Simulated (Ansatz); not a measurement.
Predict the output of the script below (the Python package of Ansatz (0.2.0)).

`run_cleave.py`:
```python
import ansatz as az
import numpy as np

VECTORS = np.array([
    [1.383401, 0.798707, 4.560367],
    [-1.383401, 0.798707, 4.560367],
    [0.0, -1.597414, 4.560367],
])
SITES = [
    ("Pd", (0.0, 0.0, 0.0)),
    ("Pt", (0.5, 0.5, 0.5)),
]


def make_crystal(cell):
    crystal = az.Crystal(lattice=az.Lattice.of(cell))
    for symbol, position in SITES:
        crystal = crystal.atom(symbol, position)
    return crystal

block = make_crystal(VECTORS).supercell(1, 1, 3).resolved()
cell0 = np.array(block.lattice.vectors)
xyz = np.array([site.position for site in block.sites]) @ cell0
normal = np.cross(cell0[0], cell0[1])
area = np.linalg.norm(normal)
normal *= np.sign(normal @ cell0[2]) / area
energies = []
for amount in [0, 0.25, 0.5, 1.0, 2.0, 3.0]:
    cell = cell0.copy()
    cell[2] += amount * normal
    moved = az.Crystal(lattice=az.Lattice.of(cell))
    for site, fraction in zip(block.sites, xyz @ np.linalg.inv(cell)):
        moved = moved.atom(site.symbol, fraction)
    base = (
        moved.calculation()
        .functional(az.Functional.LDA)
        .basis(550)
        .occupations(az.OccupationsMethod.FERMI_DIRAC)
        .kpoints(7, 7, 3)
    )
    energies.append(base.run(threads=1).report["free_energy_ev"])
    print(f"gap {amount:4.2f} A: {(energies[-1] - energies[0]) / area * 16.02177:8.4f} J/m^2")
```

```console
$ python run_cleave.py
gap 0.00 A:   0.0000 J/m^2
gap 0.25 A:   0.5247 J/m^2
gap 0.50 A:   1.3007 J/m^2
gap 1.00 A:   2.7665 J/m^2
gap 2.00 A:   4.4023 J/m^2
gap 3.00 A:   4.8961 J/m^2
```

Caveats:
- For a metal this k-point mesh is coarse: on a finer one energies can move by several to tens of meV an atom and pressures by half a GPa or more, differences at one mesh by less.
- This cell is a computed structure, which may not be the phase found in nature.
- Gaps and levels are Kohn-Sham values on a finite set of k-points, without spin-orbit coupling.
- The atoms are held rigidly, so these energies lie above those of relaxed faces or faults.
- Timing: 4.7 min on 1 thread of Arm Neoverse N1, with other jobs on the host, peak memory 0.67 GiB.

(Lines on the test bed's own set-up are left out of the output.)
